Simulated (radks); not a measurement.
# Ionisation of Pb: one atom, several choices of exchange strength α

An exercise on one series of results from a longer session: the logs are not shown, and one member is left open.

Program: radks (a radial shooting solver on a logarithmic mesh, Libxc functionals) version 1. Level of theory: Dirac Kohn-Sham, spin-unpolarised, spherical densities, finite nucleus; open shells fill j = l - 1/2 first. These are calculated values, not measurements, unless marked.

### Starting point

```
element       : lead (Z = 82)
charge        : 0
electrons     : 82
configuration : [Hg] 6p2
ion           : Pb⁺, [Hg] 6p1
choices       : α = 0.591; α = 0.653; α = 0.667; α = 0.746; α = 0.804; α = 0.825
```

The first run:

Settings of this run:

```text
Z 82
configuration [Hg] 6p2
relativity Dirac
functional xalpha 0.591
spin unpolarised
j_filling energy
nucleus finite rms 5.5012 fm
c 137.035999084
```

Among the steps run: α = 0.591: Pb.

One table of the session follows, with a row left open; its other results are not shown here.

It belongs to the step «α = 0.591: Pb». Sizes of the orbitals, from the radial functions (bohr):

```
level     <r>  outermost maximum (interpolated)  90 % within  nodes
4f7/2  0.4596                             0.353        0.731      0
5p1/2  0.9152                             0.829         1.32      3
5p3/2   1.009                             0.908         1.46      3
5d3/2   1.297                              1.06         1.98      2
5d5/2   1.350                              1.10         2.07      2
6s1/2   2.376                              1.99         3.53      5
6p1/2       ?                                 ?            ?      ?
6p3/2   3.963                              2.92         6.31      4
```

Q: Estimate the row for 6p1/2 from the others.

As computed: <r>: 3.256; outermost maximum (interpolated): 2.48; 90 % within: 5.10; nodes: 4. In the column «<r>» it lies between 6s1/2 (2.376) and 6p3/2 (3.963).

To keep in mind: Spin polarisation and multiplet splitting are left out, so open shells lie too high by an amount that depends on their filling.
